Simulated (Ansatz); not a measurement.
Runs of Ansatz 0.2.0 on VAu. Symmetry: R-3m, No. 166, trigonal system. The conventional cell has a = 2.821 Å, b = 2.821 Å, c = 13.833 Å, α = 90.00°, β = 90.00°, γ = 120.00°. Around Au (site symmetry -3m) lie 6 Au at 2.82 Å and 6 V at 2.82 Å. Around V (site symmetry -3m) lie 6 V at 2.82 Å and 6 Au at 2.82 Å. The cell comes from a database or a generator and needn't be the stable form of this composition.

```csv
cell,target pressure (GPa),gap on the mesh (eV),pressure (GPa),moment (μB)
relaxed to 2 GPa,2,none,2.0,2.15
relaxed,0,none,0.0,2.16
relaxed to 20 GPa,20,none,20.0,0.00
relaxed to 5 GPa,5,none,5.0,2.14
relaxed to 30 GPa,30,none,30.0,0.00
relaxed to 10 GPa,10,none,10.0,(a)
```

Alike in all rows: task relaxation of cell and atoms; level r2SCAN; potentials or basis Ansatz PAW; spin collinear, ferromagnetic start; k mesh 11 × 11 × 11; cutoff (eV) 500; smearing fermi-dirac 0.05 eV.

Estimate the missing entries.

(a) 2.11.

Caveats: the magnetic or orbital state may not be the lowest; the plane-wave basis is chosen anew once the cell has moved, so the energies of steps on either side of that aren't comparable; the PAW data sets come from PBE, with cores solved anew for the run's functional, which leaves a small shift of forces and pressure; the starting moments weren't kept (some runs).

A k mesh can miss the band edges, and the runs leave out spin-orbit coupling on Au.

A gap of «none» marks a metal or a gap under the smearing width.
